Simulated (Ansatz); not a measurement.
# AlHSF2 + H2O: a complex and its separated parts

Aim: how far the complex at one end of a reaction step lies below its separated, relaxed parts, level by level.

Method: PBE0-D4/def2-TZVP structures, single points in def2-TZVPP, no counterpoise correction; program: Ansatz 0.2.0, Gaussian basis.

Levels: SPW92, PBE-D4, BLYP-D4, r2SCAN-D4, B97M-V, PBE0-D4, B3LYP-D4, r2SCAN0-D4, BHLYP-D4, CAM-B3LYP-D4, wB97X-V, wB97M-V, B2PLYP, PBE-QIDH, RPA on PBE, Hartree-Fock, MP2, CCSD, CCSD(T).

Cores are frozen in the correlated methods. B3LYP uses VWN-RPA correlation. B2PLYP carries no dispersion term here.

### Step 1. The system as given

The complex: 8 atoms, charge 0, spin multiplicity 1.

Atoms are counted from 1 here; the program's logs count them from 0.

Bond lengths: Al1–O2 1.955 Å, Al1–F3 1.659 Å, Al1–F4 1.649 Å, Al1–S6 2.201 Å, O2–H5 0.967 Å, O2–H7 0.966 Å, S6–H8 1.344 Å. Angles: O2–Al1–F3 94.7°, O2–Al1–F4 103.4°, O2–Al1–S6 99.9°, F3–Al1–F4 118.0°, F3–Al1–S6 117.1°, F4–Al1–S6 117.2°, Al1–O2–H5 109.2°, Al1–O2–H7 112.1°, H5–O2–H7 108.6°, Al1–S6–H8 92.3°.

As a file:

```mol
AlF2H3OS
  3D, bonds by distance, orders not assigned

  8  7  0  0  0  0  0  0  0  0999 V2000
   -0.6313    0.3932   -0.1004 Al  0  0
    1.2863    0.2294   -0.4469 O   0  0
   -1.0440    0.5555   -1.6989 F   0  0
   -0.7319    1.7278    0.8633 F   0  0
    1.5902   -0.6401   -0.1523 H   0  0
   -1.0142   -1.5590    0.8418 S   0  0
    1.4963    0.3275   -1.3845 H   0  0
   -0.9512   -1.0344    2.0780 H   0  0
  1  2  8  0
  1  3  8  0
  1  4  8  0
  1  6  8  0
  2  5  8  0
  2  7  8  0
  6  8  8  0
M  END
```

Its parts: AlHSF2 holds atoms 1, 3, 4, 6, 8; H2O holds atoms 2, 5, 7. Each part counts its atoms afresh in its own runs.

### Step 2. Relaxing AlHSF2 alone

Contents of relax-a/in.yaml:

```yaml
crystal:
  periodic: [false, false, false]
  atoms:
    - {symbol: Al, position_ang: [-0.631256, 0.393246, -0.100373]}
    - {symbol: F, position_ang: [-1.043977, 0.555488, -1.698946]}
    - {symbol: F, position_ang: [-0.731904, 1.727847, 0.863298]}
    - {symbol: S, position_ang: [-1.014191, -1.559000, 0.841831]}
    - {symbol: H, position_ang: [-0.951192, -1.034438, 2.077969]}
basis:
  gaussian: {orbitals: def2-TZVP}
hamiltonian: {xc: pbe0, dispersion: d4}
relax: {f_tol: 0.005, max_steps: 200}
```

No record of the launch command was kept for these runs.

After this run come: Relaxing H2O alone; wB97M-V/def2-TZVPP; CCSD(T)/def2-TZVPP; Vibrations of AlHSF2; Vibrations of H2O.

Q: Predict the outcome of this session. Wanted: complex less parts, CCSD(T)/def2-TZVPP; with zero-point energy; largest T1 diagnostic.

**Answer**, as computed:

```
                              quantity           value
complex less parts, CCSD(T)/def2-TZVPP  -26.9 kcal/mol
                with zero-point energy  -24.4 kcal/mol
                 largest T1 diagnostic           0.012
```

At CCSD(T) the complex lies 26.9 kcal/mol below its parts. The functionals run from B3LYP-D4, off by +0.5 kcal/mol, to SPW92, off by -6.0 kcal/mol, against CCSD(T). B97M-V is as near within the digits shown. Mean unsigned error by rung: LDA 6.0, GGA 1.6, meta-GGA 1.2, hybrid 1.4, range-separated hybrid 1.2, double hybrid 1.2 kcal/mol. PBE-D4 gives a relative energy 0.8 kcal/mol too high, inside chemical accuracy (1 kcal/mol). No counterpoise was applied, and triple zeta lacks some correlation, so the CCSD(T) reference has a basis error of its own, and close matches with it are partly luck.
